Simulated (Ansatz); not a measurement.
**Ti2Cd: other elements on the same sites**

One table from this session's results is given with a row withheld; the runs are named, their logs left out.

Computed with Ansatz 0.2.0 (DFT PBEsol, scalar-relativistic, plane waves, PAW, unless a step's input says otherwise).

1 further run of the same task is left out (set aside as unsound or not needed). Runs told in other sessions of the task aren't counted.

**Starting point**

Symmetry: I4/mmm, No. 139, tetragonal system. Conventional cell: a = 2.820 Å, b = 2.820 Å, c = 13.287 Å, α = 90.00°, β = 90.00°, γ = 90.00°. Around Ti (site symmetry 4mm) lie 8 Ti at 2.79 to 2.82 Å and 4 Cd at 3.08 Å. Cd (site symmetry 4/mmm) has 4 Cd at 2.82 Å and 8 Ti at 3.08 Å in its first shell of neighbours.

As a file:

```cif
data_structure
_symmetry_space_group_name_H-M 'I4/mmm'
_symmetry_Int_Tables_number 139
_cell_length_a 2.8197
_cell_length_b 2.8197
_cell_length_c 13.2871
_cell_angle_alpha 90.000
_cell_angle_beta 90.000
_cell_angle_gamma 90.000
_cell_volume 105.64
loop_
_atom_site_label
_atom_site_type_symbol
_atom_site_symmetry_multiplicity
_atom_site_Wyckoff_symbol
_atom_site_fract_x
_atom_site_fract_y
_atom_site_fract_z
_atom_site_occupancy
Ti1 Ti 4 e 0.00000 0.00000 0.32348 1
Cd1 Cd 2 a 0.00000 0.00000 0.00000 1
```

It is the result of an earlier relaxation at this level (volume 17.61 Å³/atom; gap on the mesh: none (metal)).

The first run:

Input file input.yaml:

```yaml
crystal:
  lattice:
    - [-1.3636385733, 1.3636385733, 6.4257120954]
    - [1.3636385733, -1.3636385733, 6.4257120954]
    - [1.3636385733, 1.3636385733, -6.4257120954]
  atoms:
    - { symbol: Ti, position: [0.3234844569, 0.3234844569, 0.0] }
    - { symbol: Ti, position: [0.6765155431, 0.6765155431, 0.0] }
    - { symbol: Zn, position: [0.0, 0.0, 0.0] }
basis:
  ecutwfc: 420
kpoints:
  mp_grid: { grid: [10, 10, 10] }
hamiltonian:
  xc: pbesol
scf:
  occupations: { method: gaussian, width: 0.1 }
output:
  forces: true
  stress: true
  eigenvalues: true
```

Run with:

```sh
$ ansatz run input.yaml --threads 1 --pin off --max-ram 2560MiB --backend cpu --events-out ev --progress --plain --runs-dir out
```

Steps of the session up to this table: A first look at the start (Ti2Zn); Rough relaxation on the coarse mesh (Ti2Zn); Full relaxation (Ti2Zn).

One of the session's tables, all rows but one given; the rest of the session is left out.

It belongs to the step «The crystals compared». Lengths are those of the vectors of the cell that was run:

| swap | volume (Å³/atom) | a (Å) | b (Å) | c (Å) |
| --- | --- | --- | --- | --- |
| none | 17.61 | 6.936 | 6.936 | 6.936 |
| Cd → Zn, Ti → Zr | ? | ? | ? | ? |
| Cd → Sr | 23.45 | 7.925 | 7.925 | 7.925 |
| Ti → Zr | 21.30 | 7.270 | 7.270 | 7.270 |
| Cd → In | 18.10 | 6.815 | 6.815 | 6.815 |
| Cd → Zn | 15.55 | 6.271 | 6.271 | 6.271 |

Estimate the missing values for Cd → Zn, Ti → Zr.

The run gave: volume (Å³/atom): 19.46; a (Å): 6.572; b (Å): 6.572; c (Å): 6.572. In the column «volume (Å³/atom)» it lies between Cd → In (18.10) and Ti → Zr (21.30).

Lengths are those of the computed cell. Rows of earlier swaps come from the sessions before.
